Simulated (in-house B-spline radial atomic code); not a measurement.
# Ga¹²⁺: density, ELF and screening along the radius

How do the shells of Ga¹²⁺ show in real space, and how much do the settings move them?

Method: several methods, spin-polarised, as named in each step; spherical all-electron atom at the radial basis limit. Code: in-house B-spline radial atomic code version 1.

## 1. The system

* element: gallium (Z = 31)
* charge: +12
* electrons: 19
* configuration: [Ar] 3d1
* nucleus: point (non-relativistic runs) or finite (X2C runs)

Outer shells as boxes (Hund's rule):

[Ar] 3d1
```
[Ar] core
3d [↑ ][  ][  ][  ][  ]
```

Where spins are not typed, each open shell is filled with up spins first.

## 2. BP86, non-rel.

Input settings:

```ini
Z = 31
electrons = 19.0
configuration = [Ar] 3d1
hamiltonian = nr
method = b88,p86
spin_polarised = True
```

Started as:

```
> python run_scf.py task.json out
```

One command runs all members of the session, one after another, from task.json.

## 3. SCAN, non-rel.

Input settings:

```ini
Z = 31
electrons = 19.0
configuration = [Ar] 3d1
hamiltonian = nr
method = scan,scan
spin_polarised = True
```

## 4. LDA (VWN5), X2C

Input settings:

```ini
Z = 31
electrons = 19.0
configuration = [Ar] 3d1
hamiltonian = x2c
method = lda,vwn
spin_polarised = True
nucleus = fermi
rms_radius = 3.9973
mass_number = 69
atomic_mass = 68.925573528
speed_of_light = 137.035999084
```

## 5. PBE, X2C

The settings differ from step 4 so:

```diff
@@ -4,3 +4,3 @@
 hamiltonian = x2c
-method = lda,vwn
+method = pbe,pbe
 spin_polarised = True
```

Before running: How large is the system in each run, where do the shell borders lie, and what is the highest level?

**Answer**, as computed:

| run | total energy (hartree) | highest level (eV) | radius holding 50 / 90 / 99 % (bohr) | radius at n = 0.001 (bohr) | ELF minima on the full grid (bohr) |
| --- | --- | --- | --- | --- | --- |
| BP86, non-rel. | -1862.7720 | -338.60 | 0.290 / 0.750 / 1.10 | 1.60 | 0.079, 0.31 |
| SCAN, non-rel. | -1862.6902 | -337.93 | 0.290 / 0.751 / 1.10 | 1.60 | 0.079, 0.31 |
| LDA (VWN5), X2C | -1878.5259 | -337.86 | 0.287 / 0.747 / 1.10 | 1.60 | 0.079, 0.31 |
| PBE, X2C | -1881.5293 | -337.50 | 0.287 / 0.746 / 1.10 | 1.60 | 0.079, 0.31 |

What this shows: In the first run ELF has 2 minima on the grid, which mark the borders between shells. On the record's full grid the screened charge (r times the electrostatic potential) falls from 30.9 near the nucleus to 12.00 at 2.1 bohr; far out it tends to the net charge, 12. The grid is coarse (about 19 % a step), so the places of minima are rough. For X2C runs ELF uses the non-relativistic kinetic energy density, and the fields carry no picture-change correction.
